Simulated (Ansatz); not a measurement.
This script for Ansatz's Python interface starts 3 runs on CaMg3, space group P-6m2. What input does the engine get in each?

The script, `camg3_drho.py`:
```python
import ansatz as az
import numpy as np

VECTORS = np.array([
    [3.40907, 0.0, 0.0],
    [-1.70454, 2.95234, 0.0],
    [0.0, 0.0, 10.88068],
])
SITES = [
    ("Ca", (0.0, 0.0, 0.5)),
    ("Mg", (0.0, 0.0, 0.0)),
    ("Mg", (2 / 3, 1 / 3, 0.76455)),
    ("Mg", (2 / 3, 1 / 3, 0.23545)),
]


def on_lattice(cell):
    crystal = az.Crystal(lattice=az.Lattice.of(cell))
    for symbol, position in SITES:
        crystal = crystal.atom(symbol, position)
    return crystal

def solve(crystal):
    return (
        crystal.calculation()
        .functional(az.Functional.PBESOL)
        .occupations("Fermi-Dirac", width=0.15)
        .basis(460, grid_basis="typed")
        .kpoints(8, 8, 2)
        .density()
        .run(threads=1)
    )


whole = solve(on_lattice(VECTORS))
difference = whole.density().channels[0].density_e_per_ang3.copy()
binding = whole.report["free_energy_ev"]
for element in ["Ca", "Mg"]:
    part = az.Crystal(lattice=az.Lattice.of(VECTORS))
    for symbol, position in SITES:
        if symbol == element:
            part = part.atom(symbol, position)
    alone = solve(part)
    difference -= alone.density().channels[0].density_e_per_ang3
    binding -= alone.report["free_energy_ev"]
    print(f"{element} sublattice: {alone.report['n_electrons']:g} electrons, {alone.report['n_iterations']} iterations")

voxel = abs(np.linalg.det(VECTORS)) / difference.size
print(f"energy of the crystal less its unpolarised sublattices: {binding / len(SITES):.4f} eV/atom")
print(f"net charge of the difference {difference.sum() * voxel:.5f} e, charge rearranged {0.5 * np.abs(difference).sum() * voxel:.3f} e")
print(f"extremes {difference.min():.4f} and {difference.max():.4f} e/A^3")
for (symbol, position) in SITES:
    index = tuple(int(round(p * n)) % n for p, n in zip(position, difference.shape))
    print(f"  change of the pseudo-density at the grid point nearest {symbol}: {difference[index]:+.4f} e/A^3")
```

Run 1:
```yaml
crystal:
  lattice:
    - [3.40907, 0.0, 0.0]
    - [-1.70454, 2.95234, 0.0]
    - [0.0, 0.0, 10.88068]
  atoms:
    - { symbol: Ca, position: [0.0, 0.0, 0.5] }
    - { symbol: Mg, position: [0.0, 0.0, 0.0] }
    - { symbol: Mg, position: [0.6666666666666666, 0.3333333333333333, 0.76455] }
    - { symbol: Mg, position: [0.6666666666666666, 0.3333333333333333, 0.23545] }
basis:
  ecutwfc: 460.0
  fft_grid_basis: typed
kpoints:
  mp_grid:
    grid: [8, 8, 2]
hamiltonian:
  xc: pbesol
scf:
  occupations:
    method: fermi_dirac
    width: 0.15
output:
  write_density: true
```

Run 2, against run 1:
```diff
-    - { symbol: Mg, position: [0.0, 0.0, 0.0] }
-    - { symbol: Mg, position: [0.6666666666666666, 0.3333333333333333, 0.76455] }
-    - { symbol: Mg, position: [0.6666666666666666, 0.3333333333333333, 0.23545] }
```

Run 3, against run 1:
```diff
-    - { symbol: Ca, position: [0.0, 0.0, 0.5] }
```

Running `python camg3_drho.py` prints:
```text
Ca sublattice: 10 electrons, 7 iterations
Mg sublattice: 30 electrons, 6 iterations
energy of the crystal less its unpolarised sublattices: -0.4215 eV/atom
net charge of the difference 0.00000 e, charge rearranged 0.391 e
extremes -0.0392 and 0.0358 e/A^3
  change of the pseudo-density at the grid point nearest Ca: -0.0192 e/A^3
  change of the pseudo-density at the grid point nearest Mg: -0.0003 e/A^3
  change of the pseudo-density at the grid point nearest Mg: -0.0108 e/A^3
  change of the pseudo-density at the grid point nearest Mg: -0.0108 e/A^3
```

Reading the output:
- For a metal this k-point mesh is coarse: on a finer one energies can move by several to tens of meV an atom and pressures by half a GPa or more, differences at one mesh by less.
- Densities and potentials on the grid are those of the valence electrons, and inside the cores they hang on the potentials used.
- This cell is a computed structure, which may not be the phase found in nature.
- Charge moved counts every rearrangement, bonding and polarisation too, and is no transfer between atoms; the bare sublattices are artificial references. Values near the nuclei depend on the potentials.
- Run time: 6.6 s on 1 thread of Arm Neoverse V2 (shared host), peak memory 0.41 GiB.
